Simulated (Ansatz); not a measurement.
# BClH4OSSn: the cost of one run

Program: the Python package of Ansatz 0.2.0. Level of theory: r2SCAN0/def2-SVP. These are calculated values, not measurements.

## (1) Starting point

Bond lengths: S1–Sn2 2.369 Å, Sn2–O3 2.010 Å, O3–B4 1.391 Å, B4–Cl5 1.894 Å, S1–H6 1.401 Å, Sn2–H7 1.775 Å, Sn2–H8 1.743 Å, B4–H9 1.178 Å. Angles: S1–Sn2–O3 110.3°, S1–Sn2–H7 108.9°, S1–Sn2–H8 108.8°, O3–Sn2–H7 110.0°, O3–Sn2–H8 111.3°, H7–Sn2–H8 107.3°, Sn2–S1–H6 94.5°, Sn2–O3–B4 102.5°, O3–B4–Cl5 118.7°, O3–B4–H9 125.9°, Cl5–B4–H9 114.6°.

No structure file is read: the coordinates are typed or built in the script.

## (2) Script

Input file torsion_bclh4ossn.py:

```python
"""Rigid torsion scan of BClH4OSSn."""

import ansatz as az
from ase import Atoms


def main() -> None:
    atoms = Atoms(["S", "Sn", "O", "B", "Cl", "H", "H", "H", "H"], positions=[
        [0.2743, 2.1822, 1.0418],
        [1.1651, 0.3211, -0.122],
        [-0.1615, -0.3609, -1.4687],
        [-1.0573, -1.0705, -0.6764],
        [-2.6844, -0.2405, -0.1761],
        [-0.7092, 1.4367, 1.704],
        [2.6613, 0.8167, -0.9391],
        [1.5893, -0.9142, 1.032],
        [-0.9891, -2.217, -0.4126],
    ])

    # relax first, so that the scan starts from a minimum
    first = (
        az.Crystal.molecule_from_ase(atoms).calculation()
        .basis(gaussian="def2-SVP")
        .functional("R2SCAN0")
        .relax(force_tolerance=0.02, max_steps=80)
    )
    atoms.positions = first.run(threads=1, pin="off").report["positions_ang"]

    start = atoms.get_dihedral(2, 1, 0, 5)
    energies = {}
    for turn in range(0, 360, 40):
        turned = atoms.copy()
        turned.set_dihedral(2, 1, 0, 5, start + turn, indices=[0, 5])
        model = (
            az.Crystal.molecule_from_ase(turned).calculation()
            .basis(gaussian="def2-SVP")
            .functional("R2SCAN0")
        )
        energies[round((start + turn) % 360)] = model.run(threads=1, pin="off").report["free_energy_ev"]
    floor = min(energies.values())
    print("dihedral O2-Sn1-S0-H5 (deg)   E - E(min) (eV)")
    for angle, e in sorted(energies.items()):
        print(f"{angle:8d} {(e - floor):14.3f}  " + "#" * int(30 * (e - floor) / max(max(energies.values()) - floor, 1e-9)))


if __name__ == "__main__":
    main()
```

## (3) The input behind the calls

The package turns the script's settings into the engine's input (first run):

```yaml
crystal:
  periodic: [false, false, false]
  atoms:
    - { symbol: S, position_ang: [0.2743, 2.1822, 1.0418] }
    - { symbol: Sn, position_ang: [1.1651, 0.3211, -0.122] }
    - { symbol: O, position_ang: [-0.1615, -0.3609, -1.4687] }
    - { symbol: B, position_ang: [-1.0573, -1.0705, -0.6764] }
    - { symbol: Cl, position_ang: [-2.6844, -0.2405, -0.1761] }
    - { symbol: H, position_ang: [-0.7092, 1.4367, 1.704] }
    - { symbol: H, position_ang: [2.6613, 0.8167, -0.9391] }
    - { symbol: H, position_ang: [1.5893, -0.9142, 1.032] }
    - { symbol: H, position_ang: [-0.9891, -2.217, -0.4126] }
basis:
  gaussian:
    orbitals: def2-SVP
hamiltonian:
  xc: r2scan0
relax:
  f_tol: 0.02
  max_steps: 80
```

## (4) Running it

Run with:

```bash
python torsion_bclh4ossn.py
```

What time and memory should one allow on 1 thread of Intel Xeon 6975P-C (Granite Rapids), shared host?

About 2.9 min, with a peak of 0.39 GiB.
